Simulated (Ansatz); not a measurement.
**C₆H₁₅In: up Jacob's ladder to CCSD(T)**

Aim: compute C₆H₁₅In with functionals from several rungs and with coupled cluster. The yardstick is the atomisation energy at the CCSD(T) limit.

Program: Ansatz 0.2.0, Gaussian basis. Level of theory: functionals in def2-TZVPP, the program's frozen cores in correlated methods. These are calculated values, not measurements.

The runs, in order: LDA (SPW92), PBE-D4, revPBE-D4, BLYP-D4, r2SCAN-D4, B97M-V, PBE0-D4, B3LYP-D4, r2SCANh-D4, r2SCAN0-D4, HSE06-D4, BHLYP-D4, CAM-B3LYP-D4, LC-ωPBE, ωB97X-V, ωB97M-V, B2PLYP, PBE-QIDH; CCSD(T)/def2-SVP; CCSD(T)/def2-TZVPP; MP2/def2-QZVPP; extrapolation to the limit; RPA on PBE.

### Step 1. The geometry

All runs share one geometry, relaxed beforehand with PBE0-D4 in a triple-zeta def2 set. In takes the def2 core potential; no spin-orbit term is included.

SMILES `C[CH](C)[InH][CH](C)C`, 22 atoms, charge 0, spin multiplicity 1.

Atoms are counted from 1 here; the program's logs count them from 0.

Bond lengths: C1–C2 1.521 Å, C1–H8 1.093 Å, C1–H9 1.095 Å, C1–H10 1.099 Å, C2–C3 1.526 Å, C2–In4 2.188 Å, C2–H11 1.096 Å, C3–H12 1.094 Å, C3–H13 1.098 Å, C3–H14 1.096 Å, In4–C5 2.188 Å, In4–H15 1.745 Å, C5–C6 1.523 Å, C5–C7 1.523 Å, C5–H16 1.098 Å, C6–H17 1.098 Å, C6–H18 1.093 Å, C6–H19 1.095 Å and more. Angles: C2–C1–H8 112.4°, C2–C1–H9 111.6°, C2–C1–H10 111.2°, H8–C1–H9 107.1°, H8–C1–H10 107.3°, H9–C1–H10 107.0°, C1–C2–C3 111.4°, C1–C2–In4 112.9°, C1–C2–H11 108.9°, C3–C2–In4 109.6°, C3–C2–H11 108.0°, In4–C2–H11 105.8°, C2–C3–H12 112.5°, C2–C3–H13 111.0°, C2–C3–H14 111.9°, H12–C3–H13 107.2°, H12–C3–H14 107.6°, H13–C3–H14 106.4° and more.

Geometry (Å):

```
atom    x (Å)    y (Å)    z (Å)
  C1   0.4951  -2.6947  -1.6655
  C2   0.7893  -1.4250  -0.8821
  C3   1.5611  -1.7286   0.3984
 In4  -1.0153  -0.2843  -0.4006
  C5  -0.8894   1.8240   0.1709
  C6  -1.9040   2.1919   1.2453
  C7   0.5223   2.2336   0.5688
  H8  -0.0007  -2.4914  -2.6187
  H9  -0.1540  -3.3738  -1.1039
 H10   1.4188  -3.2457  -1.8894
 H11   1.4052  -0.7611  -1.5001
 H12   1.8433  -0.8223   0.9419
 H13   2.4873  -2.2764   0.1784
 H14   0.9842  -2.3591   1.0838
 H15  -2.5694  -1.0762  -0.4305
 H16  -1.1570   2.3614  -0.7488
 H17  -1.8744   3.2672   1.4664
 H18  -2.9274   1.9445   0.9518
 H19  -1.7019   1.6731   2.1883
 H20   0.8518   1.7187   1.4773
 H21   0.5793   3.3099   0.7796
 H22   1.2562   2.0144  -0.2115
```

### Step 2. LDA

This LDA is Slater exchange with PW92 correlation.

File in.yaml:

```yaml
crystal:
  periodic: [false, false, false]
  atoms:
    - {symbol: C, position_ang: [0.495087, -2.694683, -1.665548]}
    - {symbol: C, position_ang: [0.789307, -1.424977, -0.882130]}
    - {symbol: C, position_ang: [1.561058, -1.728629, 0.398386]}
    - {symbol: In, position_ang: [-1.015274, -0.284346, -0.400587]}
    - {symbol: C, position_ang: [-0.889368, 1.823966, 0.170874]}
    - {symbol: C, position_ang: [-1.904037, 2.191870, 1.245266]}
    - {symbol: C, position_ang: [0.522253, 2.233633, 0.568849]}
    - {symbol: H, position_ang: [-0.000727, -2.491403, -2.618672]}
    - {symbol: H, position_ang: [-0.154050, -3.373807, -1.103882]}
    - {symbol: H, position_ang: [1.418831, -3.245721, -1.889354]}
    - {symbol: H, position_ang: [1.405174, -0.761120, -1.500055]}
    - {symbol: H, position_ang: [1.843277, -0.822295, 0.941872]}
    - {symbol: H, position_ang: [2.487303, -2.276429, 0.178414]}
    - {symbol: H, position_ang: [0.984151, -2.359071, 1.083845]}
    - {symbol: H, position_ang: [-2.569433, -1.076249, -0.430539]}
    - {symbol: H, position_ang: [-1.156952, 2.361400, -0.748765]}
    - {symbol: H, position_ang: [-1.874425, 3.267226, 1.466444]}
    - {symbol: H, position_ang: [-2.927427, 1.944542, 0.951778]}
    - {symbol: H, position_ang: [-1.701934, 1.673098, 2.188326]}
    - {symbol: H, position_ang: [0.851766, 1.718652, 1.477297]}
    - {symbol: H, position_ang: [0.579261, 3.309921, 0.779645]}
    - {symbol: H, position_ang: [1.256158, 2.014420, -0.211473]}
basis:
  gaussian: {orbitals: def2-TZVPP}
hamiltonian: {xc: lda}
output: {orbitals: {seedname: orbitals}}
```

Run with:

```sh
ansatz run in.yaml --threads 4 --pin off --events-out ev --progress --plain --max-ram 66560MiB --backend cuda --devices 0, --max-vram 37GiB
```

After this run come: PBE-D4 (GGA); revPBE-D4 (GGA); BLYP-D4 (GGA); r2SCAN-D4 (meta-GGA); B97M-V (meta-GGA); PBE0-D4 (hybrid); B3LYP-D4 (hybrid); r2SCANh-D4 (hybrid); r2SCAN0-D4 (hybrid); HSE06-D4 (hybrid); BHLYP-D4 (hybrid); CAM-B3LYP-D4 (range-separated); LC-ωPBE (range-separated); ωB97X-V (range-separated); ωB97M-V (range-separated); B2PLYP (double hybrid); PBE-QIDH (double hybrid); CCSD(T) in def2-SVP; CCSD(T) in def2-TZVPP; MP2 in def2-QZVPP; RPA on PBE orbitals.

Before running them: what should the planned runs give, taken together? Wanted: atomisation energy, CCSD(T)/CBS; farthest beyond LDA; mean size of error, GGA; mean size of error, meta-GGA; mean size of error, hybrid; mean size of error, range-separated; mean size of error, double hybrid; gap, smallest and largest; T1 diagnostic.

**Answer**, as computed:

```
                               quantity                                                                                                                                 value
        atomisation energy, CCSD(T)/CBS                                                                                                                         8141.3 kJ/mol
 functionals within 81.4 kJ/mol (1.0 %)  revPBE-D4, r2SCAN-D4, B97M-V, PBE0-D4, B3LYP-D4, r2SCANh-D4, r2SCAN0-D4, HSE06-D4, CAM-B3LYP-D4, LC-ωPBE, ωB97X-V, ωB97M-V, PBE-QIDH
                    farthest beyond LDA                                                                                                              BHLYP-D4 (-178.6 kJ/mol)
                mean size of error, GGA                                                                                                                           83.0 kJ/mol
           mean size of error, meta-GGA                                                                                                                            2.9 kJ/mol
             mean size of error, hybrid                                                                                                                           57.6 kJ/mol
    mean size of error, range-separated                                                                                                                           10.7 kJ/mol
      mean size of error, double hybrid                                                                                                                           65.2 kJ/mol
              gap, smallest and largest                                                                                              2.98 eV (LDA (SPW92)), 9.36 eV (LC-ωPBE)
                          T1 diagnostic                                                                                                                                0.0111
triples share of the correlation energy                                                                                                                                 3.7 %
```

In words: The LDA atomisation energy is off by 1041.6 kJ/mol (13 %): it overbinds. PBE-D4 is off by +99.2 kJ/mol. Double hybrids carry the basis error of their MP2 part in triple zeta, and no dispersion term here, so their miss is partly the set-up's. The rungs meta-GGA, range-separated, hybrid, double hybrid miss on average by less than the doubt on the reference (81.4 kJ/mol), so they tie. The reference freezes the cores and leaves out spin-orbit coupling and excitations past (T), and its outer-core shells are covered unevenly, so misses under about 81.4 kJ/mol can't be ranked. All levels share the lack of spin-orbit coupling, which lowers the free heavy atoms and so the true binding. Hartree-Fock recovers 75 % of the binding; the rest is correlation. CCSD(T) in def2-SVP is off by -325.8 kJ/mol, which most functionals beat. Orbital gaps span 3.0 to 9.4 eV; exact exchange widens them. Correlated methods include outer-core shells of In, which these sets cover unevenly.
